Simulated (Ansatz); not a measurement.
# C4H11CuO2: a ladder of functionals and wavefunction methods

An exercise on one series of results from a longer session: the logs are not shown, and one member is left open.

Method: functionals in def2-TZVPP, the program's frozen cores in correlated methods; program: Ansatz 0.2.0, Gaussian basis.

Levels to be run: LDA (SPW92), PBE-D4, revPBE-D4, BLYP-D4, r2SCAN-D4, B97M-V, PBE0-D4, B3LYP-D4, r2SCANh-D4, r2SCAN0-D4, HSE06-D4, BHLYP-D4, CAM-B3LYP-D4, LC-ωPBE, ωB97X-V, ωB97M-V, B2PLYP, PBE-QIDH; CCSD(T)/def2-SVP; CCSD(T)/def2-TZVPP; MP2/def2-QZVPP; extrapolation to the limit; RPA on PBE.

1 further run of the same task is left out (it didn't finish).

## Structure used throughout

An earlier PBE0-D4 in a triple-zeta def2 set relaxation fixed the geometry.

SMILES `CC(C)(C)[O][Cu-][OH2+]`, 18 atoms, charge 0, spin multiplicity 1.

Atoms are counted from 1 here; the program's logs count them from 0.

Bond lengths: C1–C2 1.529 Å, C1–H8 1.093 Å, C1–H9 1.096 Å, C1–H10 1.094 Å, C2–C3 1.529 Å, C2–C4 1.529 Å, C2–O5 1.394 Å, C3–H11 1.092 Å, C3–H12 1.094 Å, C3–H13 1.092 Å, C4–H14 1.093 Å, C4–H15 1.095 Å, C4–H16 1.096 Å, O5–Cu6 1.783 Å, Cu6–O7 1.940 Å, O7–H17 0.963 Å, O7–H18 0.963 Å. Angles: C2–C1–H8 109.7°, C2–C1–H9 109.8°, C2–C1–H10 112.3°, H8–C1–H9 108.1°, H8–C1–H10 108.7°, H9–C1–H10 108.1°, C1–C2–C3 109.4°, C1–C2–C4 109.4°, C1–C2–O5 110.9°, C3–C2–C4 109.4°, C3–C2–O5 106.8°, C4–C2–O5 110.9°, C2–C3–H11 109.7°, C2–C3–H12 111.9°, C2–C3–H13 109.7°, H11–C3–H12 108.7°, H11–C3–H13 108.0°, H12–C3–H13 108.8° and more.

The first run:

Contents of in.yaml:

```yaml
crystal:
  periodic: [false, false, false]
  atoms:
    - {symbol: C, position_ang: [1.149353, -0.037403, 1.116206]}
    - {symbol: C, position_ang: [0.485665, -0.532922, -0.169169]}
    - {symbol: C, position_ang: [1.500842, -1.325601, -0.992328]}
    - {symbol: C, position_ang: [-0.697398, -1.434847, 0.184447]}
    - {symbol: O, position_ang: [0.073879, 0.538690, -0.960253]}
    - {symbol: Cu, position_ang: [-1.116140, 1.739425, -0.393540]}
    - {symbol: O, position_ang: [-2.396004, 3.114179, 0.092154]}
    - {symbol: H, position_ang: [1.975805, 0.633275, 0.869353]}
    - {symbol: H, position_ang: [0.423930, 0.522748, 1.716863]}
    - {symbol: H, position_ang: [1.535515, -0.858838, 1.727800]}
    - {symbol: H, position_ang: [1.034224, -1.671140, -1.917464]}
    - {symbol: H, position_ang: [1.881244, -2.192893, -0.445217]}
    - {symbol: H, position_ang: [2.341975, -0.681379, -1.257830]}
    - {symbol: H, position_ang: [-1.194586, -1.766163, -0.730313]}
    - {symbol: H, position_ang: [-0.391241, -2.316731, 0.755832]}
    - {symbol: H, position_ang: [-1.424673, -0.875980, 0.784033]}
    - {symbol: H, position_ang: [-2.018802, 4.000141, 0.108044]}
    - {symbol: H, position_ang: [-3.163599, 3.145458, -0.488617]}
basis:
  gaussian: {orbitals: def2-TZVPP}
hamiltonian: {xc: lda}
output: {orbitals: {seedname: orbitals}}
```

Started as:

```bash
ansatz run in.yaml --threads 2 --pin off --events-out ev --progress --plain --max-ram 22528MiB --backend cuda --devices 0, --max-vram 18GiB
```

Steps of the session up to this table: LDA; PBE-D4 (GGA); revPBE-D4 (GGA); BLYP-D4 (GGA); r2SCAN-D4 (meta-GGA); B97M-V (meta-GGA); B3LYP-D4 (hybrid); r2SCANh-D4 (hybrid); r2SCAN0-D4 (hybrid); HSE06-D4 (hybrid); BHLYP-D4 (hybrid); CAM-B3LYP-D4 (range-separated); LC-ωPBE (range-separated); ωB97X-V (range-separated); ωB97M-V (range-separated); B2PLYP (double hybrid); PBE-QIDH (double hybrid).

One of the session's tables, all rows but one given; the rest of the session is left out.

It belongs to the step «Frontier levels by functional». 

```
  functional  HOMO (eV)  gap (eV)
 LDA (SPW92)      -4.43      2.31
      PBE-D4      -4.21      2.22
   revPBE-D4      -4.11      2.19
     BLYP-D4      -4.14      2.12
   r2SCAN-D4          ?         ?
      B97M-V      -4.57      2.72
     PBE0-D4      -5.62      4.48
    B3LYP-D4      -5.43      3.92
  r2SCANh-D4      -4.94      3.76
  r2SCAN0-D4      -5.78      5.00
    HSE06-D4      -5.21      3.71
    BHLYP-D4      -7.01      6.47
CAM-B3LYP-D4      -7.05      6.66
     LC-ωPBE      -8.26      9.16
     ωB97X-V      -8.01      8.73
     ωB97M-V      -8.03      8.31
```

Estimate the missing values for r2SCAN-D4.

Worked estimate for «HOMO (eV)». Against the share of exact exchange, r2SCANh-D4 (0.1, -4.94), r2SCAN0-D4 (0.25, -5.78) give a slope of -5.60 per unit share; at 0 the line stands at -4.38.

The run gave: HOMO (eV): -4.37; gap (eV): 2.90. In «HOMO (eV)» the line misses by -0.01.
